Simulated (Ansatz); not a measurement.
# C2H2F (SMILES C=[C]F) at U-wB97M-V/STO-3G

What is the electronic atomisation energy of C2H2F at U-wB97M-V/STO-3G? 

The results are computed with Ansatz 0.2.0.

54 further runs of the same task are left out: 3 that didn't finish, 51 set aside as unsound or not needed.

### 1 The system as given

C2H2F has 5 atoms, charge 0, and is taken as a doublet. As SMILES, `C=[C]F`. Geometry: relaxed at PBE0-D4/def2-TZVP.

Bond lengths: C1–C2 1.309 Å, C2–F3 1.302 Å, C1–H4 1.087 Å, C1–H5 1.080 Å. Angles: C1–C2–F3 130.3°, C2–C1–H4 120.7°, C2–C1–H5 119.9°, H4–C1–H5 119.4°.

### 2 The energy at U-wB97M-V/STO-3G

input.yaml

```yaml
crystal:
  periodic: [false, false, false]
  atoms:
    - {symbol: C, position_ang: [0.488200, -0.200400, 0.008400]}
    - {symbol: C, position_ang: [-0.592700, 0.393700, 0.447100]}
    - {symbol: F, position_ang: [-1.725600, 0.629500, -0.148900]}
    - {symbol: H, position_ang: [0.534700, -0.590400, -1.005400]}
    - {symbol: H, position_ang: [1.345200, -0.306200, 0.657500]}
basis:
  gaussian:
    orbitals: STO-3G
magnetization:
  spin_polarized: true
  initial_magnetization: 1
hamiltonian:
  xc: {name: wB97M-V}
accuracy: high
```

On the command line:

```console
$ ansatz run input.yaml --threads 1 --pin off --max-ram 2610MiB --events-out events.jsonl --progress --plain --runs-dir runs
```

Standard output:

```text
Warning: RAYON_NUM_THREADS=1 ignored (pool sized by the plan → 1); use --threads N
Functional definition: wB97M-V
  name "wB97M-V"
  parameter omega = 0.3/bohr
  parameter cx = 0.15
  parameter cx01 = 1.007
  parameter cx10 = 0.259
  parameter css00 = 0.443
  parameter css04 = -1.437
  parameter css10 = -4.535
  parameter css20 = -3.390
  parameter css43 = 4.278
  parameter cos00 = 1.000
  parameter cos10 = 1.358
  parameter cos20 = 2.924
  parameter cos21 = -8.812
  parameter cos60 = -1.390
  parameter cos61 = 9.142
  parameter b = 6.0
  parameter c = 0.01
  gx(w, u) = 1 - cx + cx01*u + cx10*w
  gss(w, u) = css00 + css04*u^4 + css10*w + css20*w^2 + css43*w^4*u^3
  gos(w, u) = cos00 + cos10*w + (cos20 + cos21*u)*w^2 + (cos60 + cos61*u)*w^6
  exchange = spin_sum(e_x_unif_sr(omega)*gx(b97_w, b97_u_x)) + cx*exact_x_sr(omega) + exact_x_lr(omega)
  correlation = spin_sum(e_c_pw_mod_same_spin*gss(b97_w, b97_u_same))
      + integral(e_c_pw_mod_opposite_spin*gos(b97_w_opposite, b97_u_opposite)) + vv10(b, c)
294 factors; integrals over basis functions are off by at most 4.1e-8 eV
138 factors; integrals over basis functions are off by at most 6.7e-10 eV
mean field evaluation 1: about -4753.9320 eV, gradient 8.8e0 eV
mean field evaluation 2: about -4754.3333 eV, gradient 5.9e0 eV
mean field evaluation 4: about -4754.5476 eV, gradient 4.3e-1 eV
mean field evaluation 8: about -4754.5059 eV, gradient 5.8e-2 eV
mean field evaluation 16: about -4754.5061 eV, gradient 2.5e-5 eV
mean field -4754.50607823 eV, -174.7248756549 hartree, gradient 8.4e-8 eV, S^2 0.759334; 0 other end points of the search recorded, 0 dependent functions left out
reference -4754.50608004 eV, -174.7248757214 hartree; 12, 11 occupied and 5, 6 virtual orbitals, 294 factors
Total energy: -4754.50608004 eV, -174.7248757214 hartree
```

Wall time 9 s (1 thread of Intel Xeon 6975P-C (Granite Rapids), shared host); peak memory 0.45 GiB.

### 3 The C atom

input.yaml

```yaml
crystal:
  periodic: [false, false, false]
  atoms:
    - {symbol: C, position_ang: [0.000000, 0.000000, 0.000000]}
basis:
  gaussian:
    orbitals: STO-3G
magnetization:
  spin_polarized: true
  initial_magnetization: 2
hamiltonian:
  xc: {name: wB97M-V}
accuracy: high
```

On the command line:

```console
$ ansatz run input.yaml --threads 1 --pin off --max-ram 2610MiB --events-out events.jsonl --progress --plain --runs-dir runs
```

Standard output, cut to the lines that bear on the results:

```text
Warning: RAYON_NUM_THREADS=1 ignored (pool sized by the plan → 1); use --threads N
[... 2 set-up lines as earlier in the session ...]
[...]
  gx(w, u) = 1 - cx + cx01*u + cx10*w
  gss(w, u) = css00 + css04*u^4 + css10*w + css20*w^2 + css43*w^4*u^3
  gos(w, u) = cos00 + cos10*w + (cos20 + cos21*u)*w^2 + (cos60 + cos61*u)*w^6
[...]
      + integral(e_c_pw_mod_opposite_spin*gos(b97_w_opposite, b97_u_opposite)) + vv10(b, c)
15 factors; integrals over basis functions are off by at most 9.8e-10 eV
15 factors; integrals over basis functions are off by at most 5.5e-10 eV
[...]
mean field -1016.30781270 eV, -37.3486232384 hartree, gradient 0.0e0 eV, S^2 2.000000; 0 other end points of the search recorded, 0 dependent functions left out
reference -1016.30781374 eV, -37.3486232768 hartree; 4, 2 occupied and 1, 3 virtual orbitals, 15 factors
Total energy: -1016.30781374 eV, -37.3486232768 hartree
```

Run time: 0.53 s. Hardware: 1 thread of Intel Xeon 6975P-C (Granite Rapids), shared host; peak memory 0.16 GiB.

### 4 The F atom

run.yaml

```yaml
crystal:
  periodic: [false, false, false]
  atoms:
    - symbol: F
      position_ang: [0.000000, 0.000000, 0.000000]
basis:
  gaussian: {orbitals: STO-3G}
magnetization: {spin_polarized: true, initial_magnetization: 1}
hamiltonian: {xc: {name: wB97M-V}}
accuracy: high
```

Run the same way, it converges to -98.28239 Eh (log not shown).

### 5 The H atom, same level

input.yaml

```yaml
crystal:
  periodic: [false, false, false]
  atoms:
    - {symbol: H, position_ang: [0.000000, 0.000000, 0.000000]}
basis:
  gaussian:
    orbitals: STO-3G
magnetization:
  spin_polarized: true
  initial_magnetization: 1
hamiltonian:
  xc: {name: wB97M-V}
accuracy: high
```

Run the same way, it converges to -0.45654 Eh (log not shown).

### 6 Outcome

At U-wB97M-V/STO-3G:

```
                     quantity          value
       molecule: total energy  -174.72488 Eh
               molecule: ⟨S²⟩          0.759
         C atom: total energy   -37.34862 Eh
                 C atom: ⟨S²⟩          2.000
         F atom: total energy   -98.28239 Eh
                 F atom: ⟨S²⟩          0.750
         H atom: total energy    -0.45654 Eh
                 H atom: ⟨S²⟩          0.750
electronic atomisation energy      22.644 eV
```

What this shows: Taking the molecule apart into free atoms costs 22.64 eV (2185 kJ/mol), before zero-point energy and without spin-orbit coupling. In a minimal basis such a difference can be off by several eV, whatever the method.
